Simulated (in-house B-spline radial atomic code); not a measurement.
**Te⁴⁺: ionisation energy by several methods**

An exercise on one series of results from a longer session: the logs are not shown, and one member is left open.

Program: in-house B-spline radial atomic code version 1. Level of theory: scalar-relativistic (X2C), several functionals, spin-polarised, exact exchange averaged over the configuration; spherical all-electron atom at the radial basis limit. These are calculated values, not measurements, unless marked.

### The atom as given

```
element       : tellurium (Z = 52)
charge        : +4
electrons     : 48
configuration : [Kr] 4d10 5s2
nucleus       : Fermi, rms radius 4.742 fm
```

Outer shells as boxes (Hund's rule):

[Kr] 4d10 5s2
```
[Kr] core
4d [↑↓][↑↓][↑↓][↑↓][↑↓]
5s [↑↓]
```

Where spins are not typed, each open shell is filled with up spins first.

Set-up of the first run:

Settings of the run:

```ini
Z = 52
electrons = 48.0
configuration = [Kr] 4d10 5s2
hamiltonian = x2c
method = bhandhlyp
spin_polarised = True
nucleus = fermi
rms_radius = 4.7423
mass_number = 130
atomic_mass = 129.906222745
speed_of_light = 137.035999084
exact_exchange = averaged over the configuration
```

The run is started by

```sh
$ python run_scf.py task.json out
```

task.json lists these runs, among others, and the program works through them in turn.

Among the steps run: BHandHLYP; B97-1; M06-2X; LC-ωPBE; PBE0.

One of the session's tables, all rows but one given; the rest of the session is left out.

```
   method  ΔSCF (eV)
BHandHLYP          ?
    B97-1     58.626
   M06-2X     58.377
     PBE0     58.336
  LC-ωPBE     58.284
```

Q: Estimate the row for BHandHLYP from the others.

As computed: ΔSCF (eV): 58.200. In the column «ΔSCF (eV)» it is the lowest.
